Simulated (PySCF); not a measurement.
# C8H11: the cost of one run

The runs use PySCF 2.14.0, with density-fitted response routines of our own; the level of theory stands in each step. All values are computed, except where a source is named. Atoms are numbered from 0 throughout.

### 1 The molecule as given

19 atoms, charge 1, multiplicity 1; geometry from: GFN2-xTB. The atoms were then displaced at random by about 0.01 Å, so the start is not that level's minimum.

Bonds of the start (Å): C0–C1 1.40, C1–C2 1.45, C2–C3 1.56, C3–C4 1.49, C1–C5 1.40, C5–C6 1.45, C6–C7 1.52, C7–C0 1.46, C4–C2 1.53, C0–H8 1.07, C2–H9 1.07, C3–H10 1.10, C3–H11 1.06, C4–H12 1.07, C4–H13 1.05, C5–H14 1.07, C6–H15 1.12, C6–H16 1.09, C7–H17 1.10, C7–H18 1.10.

### 2 Relaxing the molecule at PBE0-D3(BJ)/def2-SVP

What the job is given:

```
{"job": {"xc": "PBE0", "basis": "def2-SVP", "d3": "d3bj", "grid": 1, "shake": 0.01, "kind": "geom"}, "charge": 1, "multiplicity": 1}
C     -0.487120    -0.466290     1.058910
C     -0.063480     0.129520    -0.136900
C      1.303040     0.387630    -0.532000
C      2.372510     0.776550     0.530040
C      2.409670    -0.576860    -0.098140
C     -1.188770     0.432190    -0.904540
C     -2.410490     0.044970    -0.229900
C     -1.945150    -0.535040     1.091870
H      0.121820    -0.772410     1.880240
H      1.427710     0.843190    -1.488310
H      1.986320     0.861820     1.561270
H      3.079310     1.515160     0.264770
H      2.091860    -1.423580     0.480620
H      3.181230    -0.768420    -0.791420
H     -1.163120     0.873070    -1.878450
H     -3.088140     0.922940    -0.106000
H     -2.997580    -0.647030    -0.839890
H     -2.291230    -1.572310     1.250750
H     -2.369100    -0.018030     1.968470
```

On the command line:

```console
> OMP_NUM_THREADS=1 python probes_run.py task.json out
```

This one command runs all jobs of the session in turn.

Q: Estimate the wall time and peak memory of this first job on 1 thread of Intel Xeon 6975P-C, shared host.

About 96 s, with a peak of 0.69 GiB.
